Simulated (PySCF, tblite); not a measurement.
# C3H9B2N3: geometry, infrared bands and NMR shifts

What infrared bands and NMR shifts should C3H9B2N3 (`N#C/C=C\[BH-]1[NH2+][BH2-][NH2+]1`) show?

The runs use tblite 0.8.0 and PySCF 2.14.0, with density-fitted response routines of our own; the level of theory stands in each step. All values are computed, except where a source is named. Atoms are numbered from 0 throughout.

### 1 The molecule as given

17 atoms, charge 0, multiplicity 1; geometry from: force field or distance geometry start.

Bonds of the start (Å): N0–C1 1.18, C1–C2 1.43, C2–C3 1.33, C3–B4 1.56, B4–N5 1.54, N5–B6 1.54, B6–N7 1.54, N7–B4 1.54, C2–H8 1.09, C3–H9 1.08, B4–H10 1.19, N5–H11 1.03, N5–H12 1.03, B6–H13 1.17, B6–H14 1.18, N7–H15 1.06, N7–H16 1.03.

### 2 Geometry optimisation with GFN2-xTB

What the job is given:

```
{"job": {"kind": "relax", "xc": "GFN2-xTB", "basis": "xTB"}, "charge": 0, "multiplicity": 1}
N      2.794900     1.847000     0.901000
C      2.590000     0.842800     0.323300
C      2.378600    -0.407200    -0.342700
C      1.159800    -0.947100    -0.377400
B     -0.026200    -0.252500     0.353400
N     -0.667000     0.916700    -0.415100
B     -1.966700     0.494700     0.301400
N     -1.397400    -0.930700     0.183600
H      3.183900    -0.929400    -0.857700
H      1.018700    -1.893900    -0.885700
H      0.135500     0.024400     1.500100
H     -0.332000     1.862000    -0.189500
H     -0.761000     0.653100    -1.409300
H     -2.906400     0.720200    -0.349800
H     -1.980700     0.924200     1.403600
H     -1.558400    -1.330700    -0.782100
H     -1.672700    -1.581700     0.931900
```

The run is started by

```
OMP_NUM_THREADS=1 python probes_run.py task.json out
```

The driver reads the jobs from task.json and runs them one after another.

**Question.** This job is followed by: GFN2-xTB harmonic vibrations, gas phase; GIAO PBE0/pcSseg-1 NMR shielding, non-relativistic, gas phase. What will the session give for the following? strongest single infrared mode (GFN2-xTB); zero-point energy (GFN2-xTB); ¹³C shifts against TMS (PBE0/pcSseg-1); ¹H shifts against TMS (PBE0/pcSseg-1, means over atoms taken as alike); ¹⁵N shifts against NH3 (PBE0/pcSseg-1, means over atoms taken as alike); ¹¹B shifts against BF3·OEt2 (PBE0/pcSseg-1).

**Answer**, as computed:

| quantity | value |
| --- | --- |
| strongest single infrared mode (GFN2-xTB) | 1120 cm⁻¹, 228 km/mol |
| zero-point energy (GFN2-xTB) | 83.4 kcal/mol |
| ¹³C shifts against TMS (PBE0/pcSseg-1) | 182.3, 124.8, 107.9 ppm |
| ¹H shifts against TMS (PBE0/pcSseg-1, means over atoms taken as alike) | 7.41, 5.80, 3.98, 3.38, 3.27, 2.37, 2.17 ppm |
| ¹⁵N shifts against NH3 (PBE0/pcSseg-1, means over atoms taken as alike) | 321.2, 29.7 ppm |
| ¹¹B shifts against BF3·OEt2 (PBE0/pcSseg-1) | -11.7, -15.5 ppm |

What this shows: The optimisation took 124 steps and gained 0.907 eV; among the close pairs (by a distance rule), B6–N7 changed most, from 1.539 to 1.596 Å. No mode is imaginary among the 45: a minimum at this level. The strongest single mode, at 1120 cm⁻¹, is spread over many atoms; the largest shares are those of B4, H10. Unscaled tight-binding wavenumbers are off by several per cent, some by more. Its intensities can rank the bands wrongly. At PBE0/pcSseg-1: The widest tensor belongs to N0: span 412 ppm, with a paramagnetic part of -394 ppm.
